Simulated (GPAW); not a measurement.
## HfB: relaxation of cell and atoms with LDA

Crystal: HfB.

```xyz
2
Lattice="0.0000 2.3100 2.3100 2.3100 0.0000 2.3100 2.3100 2.3100 0.0000" Properties=species:S:1:pos:R:3 pbc="T T T"
Hf    2.3100    2.3100    2.3100
B     0.0000    0.0000    0.0000
```

```json
{
  "Program": "GPAW 26.7.0",
  "Task": "relaxation of cell and atoms",
  "Functional": "LDA",
  "Potentials or basis": "the program's PAW data sets (release 1.2.1) made for this functional",
  "Cutoff": "800 eV",
  "Basis": "pw",
  "k mesh": "10 × 10 × 10",
  "Occupations": "fermi-dirac, width 0.05 eV",
  "Spin": "no spin polarisation",
  "Maxiter": "150",
  "Optimizer": "BFGS",
  "Fmax": "0.02 eV/Å",
  "Max steps": "60",
  "Convergence": "density=1e-05 forces=0.0001"
}
```

The relaxed volume is 13.45 Å³/atom, the relaxed cell is a = 3.364 Å, b = 3.364 Å, c = 3.364 Å, α = 60.00°, β = 60.00°, γ = 60.00° and the space group after relaxing (to 0.05 Å) is Fm-3m (No. 225). The energy gained by relaxing is 65.0 meV/atom and the ionic steps are 4. The pressure after relaxing is 0.0 GPa. The band gap on the k mesh is none (metal or under the smearing width).

The path:
```csv
step,energy change (eV),largest force (eV/Å),pressure (GPa),volume (Å³)
1,0.0000,0.0000,19.78,24.65
2,-0.0796,0.0000,11.66,25.47
3,-0.1297,0.0000,0.82,26.80
4,-0.1300,0.0000,0.04,26.91
```

Final structure:
```
CELL_PARAMETERS angstrom
0.00000 2.37836 2.37836
2.37836 0.00000 2.37836
2.37836 2.37836 0.00000
ATOMIC_POSITIONS crystal
Hf 0.50000 0.50000 0.50000
B 0.00000 0.00000 0.00000
```

Levels at points of the mesh, in eV from the Fermi level:
```tsv
k point	band 6	band 7	band 8	band 9	band 10	band 11
(0.00, 0.00, 0.00)	2.05	2.05	2.05	3.77	3.77	3.77
(0.50, 0.50, 0.00)	-1.06	-0.89	2.14	2.14	5.64	7.03
(0.50, 0.50, 0.50)	-4.16	-1.21	-1.21	5.85	5.85	6.76
```

It took 73 s on 1 thread of Arm Neoverse V2, with other jobs on the host, peak memory 0.25 GiB.

Caveat: later steps reuse the first step's grids. The run has no spin-orbit coupling, so splittings on Hf are missing.
